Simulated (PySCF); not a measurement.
Runs of PySCF 2.14.0 on SGaH3. The cell holds a molecule in a box, 5 atoms: a = 12.000 Å, b = 12.000 Å, c = 12.000 Å, α = 90.00°, β = 90.00°, γ = 90.00°. 

| task | level | conv_tol | grid for exchange and correlation | three-body dispersion term | exxdiv | frozen core bands | gap on the mesh (eV) |
| --- | --- | --- | --- | --- | --- | --- | --- |
| atomic charges | TM | 1e-07 Ha | Becke, atom-centred | - | - | - | 4.93 |
| atomic charges | HCTH407+D3 | 1e-07 Ha | Becke, atom-centred | no | - | - | 4.93 |
| atomic charges | B3LYP+D3 | 1e-07 Ha | Becke, atom-centred | no | ewald | - | 6.31 |
| MP2 correlation energy | HF | 1e-08 Ha | - | - | ewald | 14 | 13.00 |
| excitation energies (Tamm-Dancoff) | PBE0 | 1e-08 Ha | Becke, atom-centred | - | ewald | 14 | (a) |
| atomic charges | r2SCAN | 1e-07 Ha | Becke, atom-centred | - | - | - | 5.28 |

Alike in all rows: potentials or basis pob-tzvp-rev2 (all-electron); no spin polarisation; cell as given; k mesh 1 × 1 × 1; smearing fixed.

Problem. Estimate the missing entries.

Solution. (a) 6.84.

Caveats: this is a molecule in a periodic box at the Γ point, so its band gap is the HOMO-LUMO gap; relativity is left out, which matters for the heavier elements; the basis of atomic orbitals isn't converged, which shifts pressures, moduli and gaps; the basis is small and the box finite, so much correlation energy is missing and levels can be off by tenths of an eV (some runs); the iterative solver can pass over a root and still report convergence (some runs).

A k mesh can miss the band edges, and the runs leave out spin-orbit coupling on Ga.

Runs at the PBE level aren't shown here.
